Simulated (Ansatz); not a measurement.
# HfF radical: the potential curve near its minimum, part 2 of 3

The task, for HfF radical: the potential curve near its minimum. Spin multiplicity 2.

Ansatz 0.2.0, Gaussian bases. Earlier steps stand in the parts before.

### 15 Bond length 1.7732 Å, PBE-D4/def2-QZVPP

input.yaml reads:

```yaml
crystal:
  periodic: [false, false, false]
  atoms:
    - { symbol: F, position_ang: [0.0, 0.0, 0.0] }
    - { symbol: Hf, position_ang: [0.0, 0.0, 1.7732] }
magnetization:
  spin_polarized: true
  initial_magnetization: 1
basis:
  gaussian: { orbitals: def2-QZVPP.json }
hamiltonian:
  xc: pbe
  dispersion: d4
```

Started as:

```
$ ansatz run input.yaml --threads 2 --pin off --max-ram 5120MiB --backend cpu --events-out ev --progress --plain --runs-dir out
```

The program printed, shortened:

```text
Warning: RAYON_NUM_THREADS=2 ignored (pool sized by the plan → 2); use --threads N
[...]
Functional definition: PBE
[...]
592 factors; their error is unknown
[...]
mean field -4021.95503042 eV, -147.8041211890 hartree, gradient 5.3e-6 eV, S^2 0.769292; 11 other end points of the search recorded, 0 dependent functions left out
reference -4021.95507056 eV, -147.8041226642 hartree; 11, 10 occupied and 127, 128 virtual orbitals, 592 factors
Total energy: -4021.98143134 eV, -147.8050914047 hartree
```

It took 8.2 s on 2 threads of Intel Xeon Platinum 8488C (Sapphire Rapids), shared host; peak memory 0.3 GiB.

### 16 Bond length 1.8196 Å, PBE-D4/def2-QZVPP

Changes to input.yaml since step 15:

```diff
@@ -4,3 +4,3 @@
     - { symbol: F, position_ang: [0.0, 0.0, 0.0] }
-    - { symbol: Hf, position_ang: [0.0, 0.0, 1.7732] }
+    - { symbol: Hf, position_ang: [0.0, 0.0, 1.8196] }
 magnetization:
```

Started as:

```
$ ansatz run input.yaml --threads 2 --pin off --max-ram 5120MiB --backend cpu --events-out ev --progress --plain --runs-dir out
```

The program printed, shortened:

```text
Warning: RAYON_NUM_THREADS=2 ignored (pool sized by the plan → 2); use --threads N
[...]
[... 1 set-up line as earlier in the session ...]
[...]
592 factors; their error is unknown
[...]
mean field -4022.05998131 eV, -147.8079780629 hartree, gradient 1.4e-5 eV, S^2 0.772309; 13 other end points of the search recorded, 0 dependent functions left out
reference -4022.06002169 eV, -147.8079795469 hartree; 11, 10 occupied and 127, 128 virtual orbitals, 592 factors
Total energy: -4022.08627080 eV, -147.8089441840 hartree
```

Wall time 8.4 s (2 threads of Intel Xeon Platinum 8488C (Sapphire Rapids), shared host); peak memory 0.3 GiB.

### 17 Bond length 1.8567 Å, PBE-D4/def2-QZVPP

Changes to input.yaml since step 16:

```diff
@@ -4,3 +4,3 @@
     - { symbol: F, position_ang: [0.0, 0.0, 0.0] }
-    - { symbol: Hf, position_ang: [0.0, 0.0, 1.8196] }
+    - { symbol: Hf, position_ang: [0.0, 0.0, 1.8567] }
 magnetization:
```

Started as:

```
$ ansatz run input.yaml --threads 2 --pin off --max-ram 5120MiB --backend cpu --events-out ev --progress --plain --runs-dir out
```

The program printed, shortened:

```text
Warning: RAYON_NUM_THREADS=2 ignored (pool sized by the plan → 2); use --threads N
[...]
[... 1 set-up line as earlier in the session ...]
[...]
592 factors; their error is unknown
[...]
mean field -4022.08916543 eV, -147.8090505595 hartree, gradient 7.9e-6 eV, S^2 0.775037; 11 other end points of the search recorded, 0 dependent functions left out
reference -4022.08920593 eV, -147.8090520480 hartree; 11, 10 occupied and 127, 128 virtual orbitals, 592 factors
Total energy: -4022.11536840 eV, -147.8100135010 hartree
```

Run time: 8.3 s. Hardware: 2 threads of Intel Xeon Platinum 8488C (Sapphire Rapids), shared host; peak memory 0.28 GiB.

### 18 Bond length 1.9031 Å, PBE-D4/def2-QZVPP

Changes to input.yaml since step 17:

```diff
@@ -4,3 +4,3 @@
     - { symbol: F, position_ang: [0.0, 0.0, 0.0] }
-    - { symbol: Hf, position_ang: [0.0, 0.0, 1.8567] }
+    - { symbol: Hf, position_ang: [0.0, 0.0, 1.9031] }
 magnetization:
```

Started as:

```
$ ansatz run input.yaml --threads 2 --pin off --max-ram 5120MiB --backend cpu --events-out ev --progress --plain --runs-dir out
```

The program printed, shortened:

```text
Warning: RAYON_NUM_THREADS=2 ignored (pool sized by the plan → 2); use --threads N
[...]
[... 1 set-up line as earlier in the session ...]
[...]
592 factors; their error is unknown
[...]
mean field -4022.07091008 eV, -147.8083796879 hartree, gradient 8.1e-6 eV, S^2 0.778889; 13 other end points of the search recorded, 0 dependent functions left out
reference -4022.07095065 eV, -147.8083811786 hartree; 11, 10 occupied and 127, 128 virtual orbitals, 592 factors
Total energy: -4022.09700775 eV, -147.8093387596 hartree
```

Run time: 8.7 s. Hardware: 2 threads of Intel Xeon Platinum 8488C (Sapphire Rapids), shared host; peak memory 0.29 GiB.

### 19 Bond length 1.9588 Å, PBE-D4/def2-QZVPP

Changes to input.yaml since step 18:

```diff
@@ -4,3 +4,3 @@
     - { symbol: F, position_ang: [0.0, 0.0, 0.0] }
-    - { symbol: Hf, position_ang: [0.0, 0.0, 1.9031] }
+    - { symbol: Hf, position_ang: [0.0, 0.0, 1.9588] }
 magnetization:
```

Started as:

```
$ ansatz run input.yaml --threads 2 --pin off --max-ram 5120MiB --backend cpu --events-out ev --progress --plain --runs-dir out
```

The program printed, shortened:

```text
Warning: RAYON_NUM_THREADS=2 ignored (pool sized by the plan → 2); use --threads N
[...]
[... 1 set-up line as earlier in the session ...]
[...]
592 factors; their error is unknown
[...]
mean field -4021.98617527 eV, -147.8052657412 hartree, gradient 5.4e-6 eV, S^2 0.784228; 13 other end points of the search recorded, 0 dependent functions left out
reference -4021.98621577 eV, -147.8052672294 hartree; 11, 10 occupied and 127, 128 virtual orbitals, 592 factors
Total energy: -4022.01215057 eV, -147.8062203158 hartree
```

Wall time 8.7 s (2 threads of Intel Xeon Platinum 8488C (Sapphire Rapids), shared host); peak memory 0.28 GiB.

### 20 Bond length 2.0238 Å, PBE-D4/def2-QZVPP

Changes to input.yaml since step 19:

```diff
@@ -4,3 +4,3 @@
     - { symbol: F, position_ang: [0.0, 0.0, 0.0] }
-    - { symbol: Hf, position_ang: [0.0, 0.0, 1.9588] }
+    - { symbol: Hf, position_ang: [0.0, 0.0, 2.0238] }
 magnetization:
```

Started as:

```
$ ansatz run input.yaml --threads 2 --pin off --max-ram 5120MiB --backend cpu --events-out ev --progress --plain --runs-dir out
```

The program printed, shortened:

```text
Warning: RAYON_NUM_THREADS=2 ignored (pool sized by the plan → 2); use --threads N
[...]
[... 1 set-up line as earlier in the session ...]
[...]
592 factors; their error is unknown
[...]
mean field -4021.82389336 eV, -147.7993019909 hartree, gradient 2.2e-6 eV, S^2 0.791565; 14 other end points of the search recorded, 0 dependent functions left out
reference -4021.82393357 eV, -147.7993034684 hartree; 11, 10 occupied and 127, 128 virtual orbitals, 592 factors
Total energy: -4021.84973159 eV, -147.8002515283 hartree
```

Wall time 15 s (2 threads of Intel Xeon Platinum 8488C (Sapphire Rapids), shared host); peak memory 0.29 GiB.

### 21 Bond length 2.1166 Å, PBE-D4/def2-QZVPP

Changes to input.yaml since step 20:

```diff
@@ -4,3 +4,3 @@
     - { symbol: F, position_ang: [0.0, 0.0, 0.0] }
-    - { symbol: Hf, position_ang: [0.0, 0.0, 2.0238] }
+    - { symbol: Hf, position_ang: [0.0, 0.0, 2.1166] }
 magnetization:
```

Started as:

```
$ ansatz run input.yaml --threads 2 --pin off --max-ram 5120MiB --backend cpu --events-out ev --progress --plain --runs-dir out
```

The program printed, shortened:

```text
Warning: RAYON_NUM_THREADS=2 ignored (pool sized by the plan → 2); use --threads N
[...]
[... 1 set-up line as earlier in the session ...]
[...]
592 factors; their error is unknown
[...]
mean field -4021.51539523 eV, -147.7879648936 hartree, gradient 1.5e-6 eV, S^2 0.804360; 11 other end points of the search recorded, 0 dependent functions left out
reference -4021.51543491 eV, -147.7879663518 hartree; 11, 10 occupied and 127, 128 virtual orbitals, 592 factors
Total energy: -4021.54105117 eV, -147.7889077320 hartree
```

Run time: 11 s. Hardware: 2 threads of Intel Xeon Platinum 8488C (Sapphire Rapids), shared host; peak memory 0.29 GiB.

### 22 Bond length 1.6339 Å, r2SCAN-D4/def2-QZVPP

input.yaml reads:

```yaml
crystal:
  periodic: [false, false, false]
  atoms:
    - { symbol: F, position_ang: [0.0, 0.0, 0.0] }
    - { symbol: Hf, position_ang: [0.0, 0.0, 1.6339] }
magnetization:
  spin_polarized: true
  initial_magnetization: 1
basis:
  gaussian: { orbitals: def2-QZVPP.json }
hamiltonian:
  xc: r2scan
  dispersion: d4
```

Started as:

```
$ ansatz run input.yaml --threads 2 --pin off --max-ram 5120MiB --backend cpu --events-out ev --progress --plain --runs-dir out
```

The program printed, shortened:

```text
Warning: RAYON_NUM_THREADS=2 ignored (pool sized by the plan → 2); use --threads N
[...]
Functional definition: r2SCAN
[...]
592 factors; their error is unknown
[...]
mean field -4022.31834331 eV, -147.8174726912 hartree, gradient 5.9e-6 eV, S^2 0.795256; 9 other end points of the search recorded, 0 dependent functions left out
reference -4022.31837264 eV, -147.8174737693 hartree; 11, 10 occupied and 127, 128 virtual orbitals, 592 factors
Total energy: -4022.32328892 eV, -147.8176544391 hartree
```

It took 23 s on 2 threads of Intel Xeon Platinum 8488C (Sapphire Rapids), shared host; peak memory 0.35 GiB.

### 23 Bond length 1.7082 Å, r2SCAN-D4/def2-QZVPP

Changes to input.yaml since step 22:

```diff
@@ -4,3 +4,3 @@
     - { symbol: F, position_ang: [0.0, 0.0, 0.0] }
-    - { symbol: Hf, position_ang: [0.0, 0.0, 1.6339] }
+    - { symbol: Hf, position_ang: [0.0, 0.0, 1.7082] }
 magnetization:
```

Started as:

```
$ ansatz run input.yaml --threads 2 --pin off --max-ram 5120MiB --backend cpu --events-out ev --progress --plain --runs-dir out
```

The program printed, shortened:

```text
Warning: RAYON_NUM_THREADS=2 ignored (pool sized by the plan → 2); use --threads N
[...]
[... 1 set-up line as earlier in the session ...]
[...]
592 factors; their error is unknown
[...]
mean field -4022.99412689 eV, -147.8423072798 hartree, gradient 3.8e-6 eV, S^2 0.852262; 14 other end points of the search recorded, 0 dependent functions left out
reference -4022.99415547 eV, -147.8423083300 hartree; 11, 10 occupied and 127, 128 virtual orbitals, 592 factors
Total energy: -4022.99903766 eV, -147.8424877473 hartree
```

It took 28 s on 2 threads of Intel Xeon Platinum 8488C (Sapphire Rapids), shared host; peak memory 0.33 GiB.

### 24 Bond length 1.7732 Å, r2SCAN-D4/def2-QZVPP

Changes to input.yaml since step 23:

```diff
@@ -4,3 +4,3 @@
     - { symbol: F, position_ang: [0.0, 0.0, 0.0] }
-    - { symbol: Hf, position_ang: [0.0, 0.0, 1.7082] }
+    - { symbol: Hf, position_ang: [0.0, 0.0, 1.7732] }
 magnetization:
```

Started as:

```
$ ansatz run input.yaml --threads 2 --pin off --max-ram 5120MiB --backend cpu --events-out ev --progress --plain --runs-dir out
```

The program printed, shortened:

```text
Warning: RAYON_NUM_THREADS=2 ignored (pool sized by the plan → 2); use --threads N
[...]
[... 1 set-up line as earlier in the session ...]
[...]
592 factors; their error is unknown
[...]
mean field -4023.30503515 eV, -147.8537329475 hartree, gradient 9.0e-6 eV, S^2 0.892367; 14 other end points of the search recorded, 0 dependent functions left out
reference -4023.30506301 eV, -147.8537339714 hartree; 11, 10 occupied and 127, 128 virtual orbitals, 592 factors
Total energy: -4023.30991782 eV, -147.8539123824 hartree
```

It took 28 s on 2 threads of Intel Xeon Platinum 8488C (Sapphire Rapids), shared host; peak memory 0.34 GiB.

### 25 Bond length 1.8196 Å, r2SCAN-D4/def2-QZVPP

Changes to input.yaml since step 24:

```diff
@@ -4,3 +4,3 @@
     - { symbol: F, position_ang: [0.0, 0.0, 0.0] }
-    - { symbol: Hf, position_ang: [0.0, 0.0, 1.7732] }
+    - { symbol: Hf, position_ang: [0.0, 0.0, 1.8196] }
 magnetization:
```

Started as:

```
$ ansatz run input.yaml --threads 2 --pin off --max-ram 5120MiB --backend cpu --events-out ev --progress --plain --runs-dir out
```

The program printed, shortened:

```text
Warning: RAYON_NUM_THREADS=2 ignored (pool sized by the plan → 2); use --threads N
[...]
[... 1 set-up line as earlier in the session ...]
[...]
592 factors; their error is unknown
[...]
mean field -4023.40826825 eV, -147.8575266941 hartree, gradient 9.5e-6 eV, S^2 0.918057; 14 other end points of the search recorded, 0 dependent functions left out
reference -4023.40829555 eV, -147.8575276975 hartree; 11, 10 occupied and 127, 128 virtual orbitals, 592 factors
Total energy: -4023.41313208 eV, -147.8577054366 hartree
```

Run time: 29 s. Hardware: 2 threads of Intel Xeon Platinum 8488C (Sapphire Rapids), shared host; peak memory 0.34 GiB.

### 26 Bond length 1.8567 Å, r2SCAN-D4/def2-QZVPP

Changes to input.yaml since step 25:

```diff
@@ -4,3 +4,3 @@
     - { symbol: F, position_ang: [0.0, 0.0, 0.0] }
-    - { symbol: Hf, position_ang: [0.0, 0.0, 1.8196] }
+    - { symbol: Hf, position_ang: [0.0, 0.0, 1.8567] }
 magnetization:
```

Started as:

```
$ ansatz run input.yaml --threads 2 --pin off --max-ram 5120MiB --backend cpu --events-out ev --progress --plain --runs-dir out
```

The program printed, shortened:

```text
Warning: RAYON_NUM_THREADS=2 ignored (pool sized by the plan → 2); use --threads N
[...]
[... 1 set-up line as earlier in the session ...]
[...]
592 factors; their error is unknown
[...]
mean field -4023.43526509 eV, -147.8585188096 hartree, gradient 3.2e-6 eV, S^2 0.937160; 16 other end points of the search recorded, 0 dependent functions left out
reference -4023.43529192 eV, -147.8585197958 hartree; 11, 10 occupied and 127, 128 virtual orbitals, 592 factors
Total energy: -4023.44011455 eV, -147.8586970239 hartree
```

Run time: 28 s. Hardware: 2 threads of Intel Xeon Platinum 8488C (Sapphire Rapids), shared host; peak memory 0.34 GiB.

### 27 Bond length 1.9031 Å, r2SCAN-D4/def2-QZVPP

Changes to input.yaml since step 26:

```diff
@@ -4,3 +4,3 @@
     - { symbol: F, position_ang: [0.0, 0.0, 0.0] }
-    - { symbol: Hf, position_ang: [0.0, 0.0, 1.8567] }
+    - { symbol: Hf, position_ang: [0.0, 0.0, 1.9031] }
 magnetization:
```

Started as:

```
$ ansatz run input.yaml --threads 2 --pin off --max-ram 5120MiB --backend cpu --events-out ev --progress --plain --runs-dir out
```

The program printed, shortened:

```text
Warning: RAYON_NUM_THREADS=2 ignored (pool sized by the plan → 2); use --threads N
[...]
[... 1 set-up line as earlier in the session ...]
[...]
592 factors; their error is unknown
[...]
mean field -4023.41342095 eV, -147.8577160523 hartree, gradient 3.1e-6 eV, S^2 0.959375; 19 other end points of the search recorded, 0 dependent functions left out
reference -4023.41344718 eV, -147.8577170163 hartree; 11, 10 occupied and 127, 128 virtual orbitals, 592 factors
Total energy: -4023.41825329 eV, -147.8578936374 hartree
```

It took 40 s on 2 threads of Intel Xeon Platinum 8488C (Sapphire Rapids), shared host; peak memory 0.36 GiB.

### 28 Bond length 1.9588 Å, r2SCAN-D4/def2-QZVPP

Changes to input.yaml since step 27:

```diff
@@ -4,3 +4,3 @@
     - { symbol: F, position_ang: [0.0, 0.0, 0.0] }
-    - { symbol: Hf, position_ang: [0.0, 0.0, 1.9031] }
+    - { symbol: Hf, position_ang: [0.0, 0.0, 1.9588] }
 magnetization:
```

Started as:

```
$ ansatz run input.yaml --threads 2 --pin off --max-ram 5120MiB --backend cpu --events-out ev --progress --plain --runs-dir out
```

The program printed, shortened:

```text
Warning: RAYON_NUM_THREADS=2 ignored (pool sized by the plan → 2); use --threads N
[...]
[... 1 set-up line as earlier in the session ...]
[...]
592 factors; their error is unknown
[...]
mean field -4023.32310748 eV, -147.8543970937 hartree, gradient 2.0e-6 eV, S^2 0.983925; 17 other end points of the search recorded, 0 dependent functions left out
reference -4023.32313301 eV, -147.8543980317 hartree; 11, 10 occupied and 127, 128 virtual orbitals, 592 factors
Total energy: -4023.32792058 eV, -147.8545739718 hartree
```

It took 38 s on 2 threads of Intel Xeon Platinum 8488C (Sapphire Rapids), shared host; peak memory 0.33 GiB.

(Continued in part 3 of 3.)
